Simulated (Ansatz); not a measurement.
# Al8Ni8CO2: the cost of one run

All numbers below are computed with Ansatz 0.2.0 (DFT PBE+D3(BJ), plane waves, PAW, scalar-relativistic, collinear spin).

**1. The system as given**

The cell holds 19 atoms (CAl8Ni8O2): a = 5.719 Å, b = 5.719 Å, c = 17.290 Å, α = 90.00°, β = 90.00°, γ = 90.00°.

The coordinates stand in the first input below.

**2. The run**

160 steps of 1 fs at constant energy.

input.yaml

```yaml
crystal:
  lattice:
    - [5.719423, 0.0, 0.0]
    - [0.0, 5.719423, 0.0]
    - [0.0, 0.0, 17.289567]
  atoms:
    - { symbol: Al, position: [0.25, 0.25, 0.1405388] }
    - { symbol: Ni, position: [0.0, 0.0, 0.0578383], spin: 0.8 }
    - { symbol: Al, position: [0.25, 0.25, 0.3059398] }
    - { symbol: Ni, position: [0.0, 0.0, 0.2232393], spin: 0.8 }
    - { symbol: Al, position: [0.25, 0.75, 0.1405388] }
    - { symbol: Ni, position: [0.0, 0.5, 0.0578383], spin: 0.8 }
    - { symbol: Al, position: [0.25, 0.75, 0.3059398] }
    - { symbol: Ni, position: [0.0, 0.5, 0.2232393], spin: 0.8 }
    - { symbol: Al, position: [0.75, 0.25, 0.1405388] }
    - { symbol: Ni, position: [0.5, 0.0, 0.0578383], spin: 0.8 }
    - { symbol: Al, position: [0.75, 0.25, 0.3059398] }
    - { symbol: Ni, position: [0.5, 0.0, 0.2232393], spin: 0.8 }
    - { symbol: Al, position: [0.75, 0.75, 0.1405388] }
    - { symbol: Ni, position: [0.5, 0.5, 0.0578383], spin: 0.8 }
    - { symbol: Al, position: [0.75, 0.75, 0.3059398] }
    - { symbol: Ni, position: [0.5, 0.5, 0.2232393], spin: 0.8 }
    - { symbol: C, position: [0.8993876, 0.4042021, 0.5760744] }
    - { symbol: O, position: [0.8759299, 0.2009854, 0.5818582] }
    - { symbol: O, position: [0.9228454, 0.6074188, 0.5818582] }
magnetization:
  spin_polarized: true
basis:
  ecutwfc: 420.0
kpoints:
  mp_grid: { grid: [3, 3, 1] }
hamiltonian:
  xc: pbe
  dispersion: d3bj
scf:
  occupations: { method: fermi_dirac, width: 0.15 }
  lower_state_search: "off"
  convergence: { dr2_threshold: 0.1 }
  max_iter: 91
md:
  timestep: 1
  n_steps: 160
  ensemble: nve
  initial_velocities: zero
  seed: 130767
  initial_site_velocities:
    - { site: 16, velocity: [0.0, 0.0, -0.025646] }
    - { site: 17, velocity: [0.0, 0.0, -0.025646] }
    - { site: 18, velocity: [0.0, 0.0, -0.025646] }
  constraints: [{ sites: [1, 5, 9, 13] }]
```

On the command line:

```console
> ansatz run input.yaml --threads 4 --pin off --max-ram 10240MiB --backend cpu --events-out ev --progress --plain --runs-dir out
```

Q: Estimate wall time and peak memory on 4 threads of Intel Xeon at 2.70GHz, shared host.

About 78 min, with a peak of 2 GiB.
